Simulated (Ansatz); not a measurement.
**Zr3TiCu2: energies, forces and stress near the listed structure**

Aim: see how energy, forces, stress and gap of Zr3TiCu2 answer to further strains and shifts, swapped elements, distortions that keep the symmetry. Nothing is relaxed unless a step says so.

Computed with Ansatz 0.2.0 (DFT PBEsol, scalar-relativistic, plane waves, PAW, unless a step's input says otherwise).

### 1 The starting structure

The structure is tetragonal, space group P4mm (No. 99). Conventional cell: a = 3.154 Å, b = 3.154 Å, c = 11.011 Å, α = 90.00°, β = 90.00°, γ = 90.00°. Zr (site symmetry 4mm) has 4 Cu at 2.84 Å and 8 Zr at 3.14 to 3.15 Å as nearest neighbours. Zr (site symmetry 4mm) has 4 Cu at 2.86 Å and 4 Ti at 2.97 Å and 4 Zr at 3.15 Å as nearest neighbours. Zr (site symmetry 4mm) is surrounded by 4 Cu at 2.93 Å and 8 Zr at 3.14 to 3.15 Å and 1 Ti at 3.30 Å. Ti (site symmetry 4mm) has 4 Cu at 2.64 Å and 4 Zr at 2.97 Å as nearest neighbours. Cu (site symmetry 4mm) has 4 Ti at 2.64 Å and 4 Zr at 2.93 Å as nearest neighbours. Around Cu (site symmetry 4mm) lie 8 Zr at 2.84 to 2.86 Å and 4 Cu at 3.15 Å.

Structure file:

```cif
data_structure
_symmetry_space_group_name_H-M 'P 1'
_symmetry_Int_Tables_number 1
_cell_length_a 3.1543
_cell_length_b 3.1543
_cell_length_c 11.0113
_cell_angle_alpha 90.000
_cell_angle_beta 90.000
_cell_angle_gamma 90.000
_cell_volume 109.56
loop_
_atom_site_label
_atom_site_type_symbol
_atom_site_fract_x
_atom_site_fract_y
_atom_site_fract_z
_atom_site_occupancy
Zr1 Zr 0.00000 0.00000 0.65145 1
Zr2 Zr 0.00000 0.00000 0.32937 1
Zr3 Zr 0.50000 0.50000 0.85221 1
Ti1 Ti 0.50000 0.50000 0.15158 1
Cu1 Cu 0.00000 0.00000 0.02411 1
Cu2 Cu 0.50000 0.50000 0.49128 1
```

The structure comes from the Materials Project (structure only).

### 2 Substitution of an element, cell strained: Cu → Au, first probe

What differs from the listed cell: Au takes all sites of Cu, and lengths are scaled by 1.005 as a first guess of the size; strain xx, yy, zz, yz, xz, xy = +0.0, +0.0, +9.0, +0.0, +0.0, +0.0 %; atoms moved by 0.06 Å root mean square, at most 0.11 Å.

File input.yaml:

```yaml
crystal:
  lattice:
    - [3.1700876416, 0.0, 0.0]
    - [0.0, 3.1700876416, 0.0]
    - [0.0, 0.0, 12.0623893514]
  atoms:
    - { symbol: Zr, position: [0.0, 0.0, 0.641591572] }
    - { symbol: Zr, position: [0.0, 0.0, 0.3295713358] }
    - { symbol: Zr, position: [0.5, 0.5, 0.8592905196] }
    - { symbol: Ti, position: [0.5, 0.5, 0.154311183] }
    - { symbol: Au, position: [0.0, 0.0, 0.020617392] }
    - { symbol: Au, position: [0.5, 0.5, 0.4946169975] }
basis:
  ecutwfc: 420
kpoints:
  mp_grid: { grid: [6, 6, 2] }
hamiltonian:
  xc: pbesol
scf:
  occupations: { method: gaussian, width: 0.1 }
output:
  forces: true
  stress: true
  eigenvalues: true
```

### 3 One element swapped, cell strained: Cu → Au

Changes to input.yaml since step 2:

```diff
@@ -15,3 +15,3 @@
 kpoints:
-  mp_grid: { grid: [6, 6, 2] }
+  mp_grid: { grid: [12, 12, 4] }
 hamiltonian:
```

### 4 A distortion that keeps the symmetry

File input.yaml:

```yaml
crystal:
  lattice:
    - [3.2387646682, 0.0, 0.0]
    - [0.0, 3.2387646682, 0.0]
    - [0.0, 0.0, 11.9667794526]
  atoms:
    - { symbol: Zr, position: [0.0, 0.0, 0.6655741386] }
    - { symbol: Zr, position: [0.0, 0.0, 0.3153682869] }
    - { symbol: Zr, position: [0.5, 0.5, 0.8470897441] }
    - { symbol: Ti, position: [0.5, 0.5, 0.145502676] }
    - { symbol: Cu, position: [0.0, 0.0, 0.0124229432] }
    - { symbol: Cu, position: [0.5, 0.5, 0.5140412111] }
basis:
  ecutwfc: 420
kpoints:
  mp_grid: { grid: [12, 12, 4] }
hamiltonian:
  xc: pbesol
scf:
  occupations: { method: gaussian, width: 0.1 }
output:
  forces: true
  stress: true
  eigenvalues: true
```

### 5 Substitution of an element, cell strained: Ti → Zn, first probe

File input.yaml:

```yaml
crystal:
  lattice:
    - [3.1709268778, 0.0, 0.0]
    - [0.0, 3.1709268778, 0.0]
    - [0.0, 0.0, 11.0692870842]
  atoms:
    - { symbol: Zr, position: [0.0, 0.0, 0.65145096] }
    - { symbol: Zr, position: [0.0, 0.0, 0.32936676] }
    - { symbol: Zr, position: [0.5, 0.5, 0.8522118] }
    - { symbol: Zn, position: [0.5, 0.5, 0.15158348] }
    - { symbol: Cu, position: [0.0, 0.0, 0.02410903] }
    - { symbol: Cu, position: [0.5, 0.5, 0.49127697] }
basis:
  ecutwfc: 420
kpoints:
  mp_grid: { grid: [6, 6, 2] }
hamiltonian:
  xc: pbesol
scf:
  occupations: { method: gaussian, width: 0.1 }
output:
  forces: true
  stress: true
  eigenvalues: true
```

### 6 Substitution of an element, cell strained: Ti → Zn

Changes to input.yaml since step 5:

```diff
@@ -15,3 +15,3 @@
 kpoints:
-  mp_grid: { grid: [6, 6, 2] }
+  mp_grid: { grid: [12, 12, 4] }
 hamiltonian:
```

### 7 A change within the space group

File input.yaml:

```yaml
crystal:
  lattice:
    - [3.1957081534, 0.0, 0.0]
    - [0.0, 3.1957081534, 0.0]
    - [0.0, 0.0, 11.8164748439]
  atoms:
    - { symbol: Zr, position: [0.0, 0.0, 0.6531983761] }
    - { symbol: Zr, position: [0.0, 0.0, 0.3257812736] }
    - { symbol: Zr, position: [0.5, 0.5, 0.8516143366] }
    - { symbol: Ti, position: [0.5, 0.5, 0.1515632697] }
    - { symbol: Cu, position: [0.0, 0.0, 0.0288903826] }
    - { symbol: Cu, position: [0.5, 0.5, 0.4889513614] }
basis:
  ecutwfc: 420
kpoints:
  mp_grid: { grid: [12, 12, 4] }
hamiltonian:
  xc: pbesol
scf:
  occupations: { method: gaussian, width: 0.1 }
output:
  forces: true
  stress: true
  eigenvalues: true
```

What does the calculation give? Wanted: for each run, case; energy; pressure; largest force.

The runs gave:

```
step                                                case  energy (meV/atom)  pressure (GPa)  largest force (eV/Å)  gap on the mesh (eV)
                                listed cell, run earlier                  0            -3.5                  0.03                  0.00
   3         one element swapped, cell strained: Cu → Au                n/a            -3.3                  1.75                  0.00
   4                a distortion that keeps the symmetry             +187.3           -13.0                  0.59                  0.00
   6  substitution of an element, cell strained: Ti → Zn                n/a            -7.9                  0.23                  0.00
   7                     a change within the space group             +102.6           -12.0                  0.14                  0.00
```

Energies are counted from the listed cell, with the smearing taken to zero. Other atoms or functionals have another zero of energy (n/a). A gap of 0.00 means none on the mesh at this level.

At the listed geometry the pressure is -3.5 GPa and the largest force 0.03 eV/Å: not this functional's equilibrium. No comparable point lies below the listed cell. The costliest is step 4, at 187 meV/atom. Among the distorted cells of the listed formula and level the largest force, 0.59 eV/Å, acts on Zr1 in step 4. The distorted cells of the listed formula and level show no gap on the mesh. Spin-orbit coupling is left out for Au.
